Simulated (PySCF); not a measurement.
# C: excitation energy in def2-QZVPPD

Aim: the excitation energy of carbon from differences of total energies, at each level of theory, and how far each lands from the tabulated value where there is one.

Program: PySCF 2.14.0. Level of theory: unrestricted determinants in a Gaussian basis, no spin-orbit coupling in the energies. These are calculated values, not measurements, unless marked.

## 1. The atom as given

* Element: carbon (Z = 6)
* Basis: def2-QZVPPD
* Hamiltonian: the non-relativistic Hamiltonian (point nucleus)
* State 1: C: [He] 2s2 2p1 3s1, high-spin 3P determinant (an excited configuration)
* Needed too, but not shown: C [He] 2s2 2p2 (3P)
* Methods: UHF, LDA, PBE, PBE0, r2SCAN, TPSS, PW91, revPBE, r2SCAN0, MP2
* Core shells frozen in the correlated runs: valence: 1s2; valence and next inner shell: nothing (for C)

The outer shells:

C [He] 2s2 2p1 3s1
```
[He] core
2s [↑↓]
2p [↑ ][  ][  ]
3s [↑ ]
```

One driver process ran all states and methods and kept the integrals in memory. Each run is shown as a PySCF script that sums up its settings (the driver passes frozen orbitals as a list and adds second-order terms of double hybrids); the logs are those of the runs themselves. The driver starts from symmetry-adapted Hartree-Fock orbitals, holds the occupation by maximum overlap and uses a logarithmic radial grid for functionals, so a plain start would take other cycles.

The integrals over 63 functions and the set-up took 0.16 s of CPU time.

## 2. C [He] 2s2 2p1 3s1: the ladder of methods

**UHF**

File input.py:

```python
from pyscf import gto, scf, dft, mp, cc
import basis_set_exchange as bse
mol = gto.M(atom="C 0 0 0", charge=0, spin=2, symmetry="D2h",
            basis=gto.basis.parse(bse.get_basis("def2-QZVPPD", elements=["C"], fmt="nwchem")))
mf = scf.UHF(mol)
mf.irrep_nelec = {'Ag': (3, 2), 'B2u': (1, 0)}
mf.kernel()
```

**LDA**

Changes to input.py:

```diff
@@ -4,3 +4,3 @@
             basis=gto.basis.parse(bse.get_basis("def2-QZVPPD", elements=["C"], fmt="nwchem")))
-mf = scf.UHF(mol)
+mf = dft.UKS(mol, xc="LDA,VWN")
 mf.irrep_nelec = {'Ag': (3, 2), 'B2u': (1, 0)}
```

**PBE**

Changes to input.py:

```diff
@@ -4,3 +4,3 @@
             basis=gto.basis.parse(bse.get_basis("def2-QZVPPD", elements=["C"], fmt="nwchem")))
-mf = dft.UKS(mol, xc="LDA,VWN")
+mf = dft.UKS(mol, xc="PBE")
 mf.irrep_nelec = {'Ag': (3, 2), 'B2u': (1, 0)}
```

**PBE0**

Changes to input.py:

```diff
@@ -4,3 +4,3 @@
             basis=gto.basis.parse(bse.get_basis("def2-QZVPPD", elements=["C"], fmt="nwchem")))
-mf = dft.UKS(mol, xc="PBE")
+mf = dft.UKS(mol, xc="PBE0")
 mf.irrep_nelec = {'Ag': (3, 2), 'B2u': (1, 0)}
```

**r2SCAN**

Changes to input.py:

```diff
@@ -4,3 +4,3 @@
             basis=gto.basis.parse(bse.get_basis("def2-QZVPPD", elements=["C"], fmt="nwchem")))
-mf = dft.UKS(mol, xc="PBE0")
+mf = dft.UKS(mol, xc="R2SCAN")
 mf.irrep_nelec = {'Ag': (3, 2), 'B2u': (1, 0)}
```

**TPSS**

Changes to input.py:

```diff
@@ -4,3 +4,3 @@
             basis=gto.basis.parse(bse.get_basis("def2-QZVPPD", elements=["C"], fmt="nwchem")))
-mf = dft.UKS(mol, xc="R2SCAN")
+mf = dft.UKS(mol, xc="TPSS")
 mf.irrep_nelec = {'Ag': (3, 2), 'B2u': (1, 0)}
```

**PW91**

Changes to input.py:

```diff
@@ -4,3 +4,3 @@
             basis=gto.basis.parse(bse.get_basis("def2-QZVPPD", elements=["C"], fmt="nwchem")))
-mf = dft.UKS(mol, xc="TPSS")
+mf = dft.UKS(mol, xc="PW91,PW91")
 mf.irrep_nelec = {'Ag': (3, 2), 'B2u': (1, 0)}
```

**revPBE**

Changes to input.py:

```diff
@@ -4,3 +4,3 @@
             basis=gto.basis.parse(bse.get_basis("def2-QZVPPD", elements=["C"], fmt="nwchem")))
-mf = dft.UKS(mol, xc="PW91,PW91")
+mf = dft.UKS(mol, xc="PBE_R,PBE")
 mf.irrep_nelec = {'Ag': (3, 2), 'B2u': (1, 0)}
```

**r2SCAN0**

Changes to input.py:

```diff
@@ -4,3 +4,3 @@
             basis=gto.basis.parse(bse.get_basis("def2-QZVPPD", elements=["C"], fmt="nwchem")))
-mf = dft.UKS(mol, xc="PBE_R,PBE")
+mf = dft.UKS(mol, xc="HYB_MGGA_XC_R2SCAN0")
 mf.irrep_nelec = {'Ag': (3, 2), 'B2u': (1, 0)}
```

## 3. C [He] 2s2 2p1 3s1, continued

**MP2 (valence)**

Changes to input.py since step 2:

```diff
@@ -4,4 +4,5 @@
             basis=gto.basis.parse(bse.get_basis("def2-QZVPPD", elements=["C"], fmt="nwchem")))
-mf = dft.UKS(mol, xc="HYB_MGGA_XC_R2SCAN0")
+mf = scf.UHF(mol)
 mf.irrep_nelec = {'Ag': (3, 2), 'B2u': (1, 0)}
 mf.kernel()
+mp.UMP2(mf, frozen=1).kernel()
```

**MP2 (valence and next inner shell)**

Changes to input.py:

```diff
@@ -7,2 +7,2 @@
 mf.kernel()
-mp.UMP2(mf, frozen=1).kernel()
+mp.UMP2(mf, frozen=0).kernel()
```

Q: Predict the outcome of this session.

As calculated:

```
                               quantity                                                                    value
excitation energy, C → [He] 2s2 2p1 3s1  UHF 7.533, MP2 (valence and next inner shell) 7.850 eV; reference 7.482
```

Each level's miss (mean over 1 difference):

```
                                method  mean absolute miss against the measured value (with the measured fine structure taken into account where it is known) (eV)
                                   UHF                                                                                                                       0.051
                                   LDA                                                                                                                       0.517
                                   PBE                                                                                                                       0.352
                                  PBE0                                                                                                                       0.382
                                r2SCAN                                                                                                                       0.652
                                  TPSS                                                                                                                       0.376
                                  PW91                                                                                                                       0.407
                                revPBE                                                                                                                       0.308
                               r2SCAN0                                                                                                                       0.596
                         MP2 (valence)                                                                                                                       0.349
                     SCS-MP2 (valence)                                                                                                                       0.247
    MP2 (valence and next inner shell)                                                                                                                       0.368
SCS-MP2 (valence and next inner shell)                                                                                                                       0.261
```

UHF lands nearest to the measured value (off by 0.05 eV); r2SCAN misses by most (0.65 eV). In a finite basis a lower level can come nearest by cancelling errors. PBE is off by +0.35 eV. All values hold for this basis alone; no basis-set limit was taken.
